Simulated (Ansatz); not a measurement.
# Au4Y: the cost of one run

Method: the levels named in each step, in Ansatz 0.2.0.

## 1. The structure to begin with

Bond lengths: Au1–Y2 2.718 Å, Y2–Au3 2.719 Å, Y2–Au4 2.718 Å, Y2–Au5 2.719 Å. Angles: Au1–Y2–Au3 109.4°, Au1–Y2–Au4 109.5°, Au1–Y2–Au5 109.5°, Au3–Y2–Au4 109.5°, Au3–Y2–Au5 109.4°, Au4–Y2–Au5 109.5°.

As a file:

```xyz
5

Au    2.3447   -0.1487    1.3682
Y     0.0006   -0.0007   -0.0001
Au   -2.0665    0.1396    1.7611
Au   -0.2824   -2.2103   -1.5576
Au    0.0044    2.2194   -1.5702
```

## 2. A rough first relaxation, PBE-D4/def2-SVP

This run stands in another session on the same molecule. It ended at:

```xyz
5

Au    1.4438   -0.4618    2.0101
Y     0.4600   -0.1917   -0.5264
Au   -0.9469    0.9972    1.5727
Au    0.0894   -2.3677   -1.9867
Au   -1.0456    2.0233   -1.0685
```

## 3. Relaxation, HF/def2-SVP

Input file input.yaml:

```yaml
crystal:
  periodic: [false, false, false]
  atoms:
    - { symbol: Au, position_ang: [1.4437805, -0.46177105, 2.01006604] }
    - { symbol: "Y", position_ang: [0.45996808, -0.19174015, -0.52638472] }
    - { symbol: Au, position_ang: [-0.94691491, 0.99716394, 1.57274953] }
    - { symbol: Au, position_ang: [0.08944197, -2.36765101, -1.98665198] }
    - { symbol: Au, position_ang: [-1.04556564, 2.02330827, -1.06847888] }
magnetization:
  spin_polarized: true
  initial_magnetization: 1
basis:
  gaussian: { orbitals: def2-SVP }
hamiltonian:
  xc: hf
relax:
  f_tol: 0.002
  max_steps: 150
```

On the command line:

```sh
$ ansatz run input.yaml --threads 4 --pin off --max-ram 10240MiB --backend cpu --events-out ev --progress --plain --runs-dir out
```

Q: Estimate wall time and peak memory on 4 threads of Intel Xeon at 2.50GHz (Skylake/Cascade Lake), shared host.

About 6.7 min, with a peak of 0.79 GiB.
